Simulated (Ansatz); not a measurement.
# C2H7BO: the cost of one run

All numbers below are computed with Ansatz 0.2.0 (RKS r2SCAN/STO-3G).

### Step 1. Starting point

Bond lengths: B1–O2 1.410 Å, O2–H3 1.010 Å, B1–C4 1.600 Å, C4–H5 1.110 Å, C4–H6 1.110 Å, C4–H7 1.110 Å, B1–C8 1.600 Å, C8–H9 1.110 Å, C8–H10 1.110 Å, C8–H11 1.110 Å. Angles (14 of 16 angles, heavy atoms first): O2–B1–C4 120.0°, O2–B1–C8 120.0°, C4–B1–C8 120.0°, B1–O2–H3 109.5°, B1–C4–H5 109.5°, B1–C4–H6 109.5°, B1–C4–H7 109.5°, B1–C8–H9 109.5°, B1–C8–H10 109.5°, B1–C8–H11 109.5°, H5–C4–H6 109.4°, H5–C4–H7 109.4°, H6–C4–H7 109.4°, H9–C8–H10 109.4°.

Coordinates:

```xyz
11

B     0.0000    0.0000    0.0000
O     0.0000    0.0000    1.4100
H    -0.9095   -0.2814    1.7471
C     1.3856    0.0000   -0.8000
H     1.7152   -1.0462   -0.9702
H     1.2491    0.5080   -1.7774
H     2.1552    0.5381   -0.2082
C    -1.3856    0.0000   -0.8000
H    -1.9458   -0.9305   -0.5708
H    -1.9898    0.8797   -0.4946
H    -1.1839    0.0508   -1.8903
```

### Step 2. Relaxing the start

Input file input.yaml:

```yaml
crystal:
  periodic: [false, false, false]
  atoms:
    - { symbol: B, position_ang: [0.0, 0.0, 0.0] }
    - { symbol: O, position_ang: [0.0, 0.0, 1.41] }
    - { symbol: H, position_ang: [-0.9095, -0.2814, 1.7471] }
    - { symbol: C, position_ang: [1.3856, 0.0, -0.8] }
    - { symbol: H, position_ang: [1.7152, -1.0462, -0.9702] }
    - { symbol: H, position_ang: [1.2491, 0.508, -1.7774] }
    - { symbol: H, position_ang: [2.1552, 0.5381, -0.2082] }
    - { symbol: C, position_ang: [-1.3856, 0.0, -0.8] }
    - { symbol: H, position_ang: [-1.9458, -0.9305, -0.5708] }
    - { symbol: H, position_ang: [-1.9898, 0.8797, -0.4946] }
    - { symbol: H, position_ang: [-1.1839, 0.0508, -1.8903] }
basis:
  gaussian: { orbitals: STO-3G }
hamiltonian:
  xc: r2scan
relax:
  f_tol: 0.02
  max_steps: 40
```

Started as:

```
$ ansatz run input.yaml --threads 1 --pin off --max-ram 2048MiB --backend cpu --events-out ev --progress --plain --runs-dir out
```

What time and memory should one allow on 1 thread of Arm Neoverse V2, shared host?

About 60 s, with a peak of 0.13 GiB.
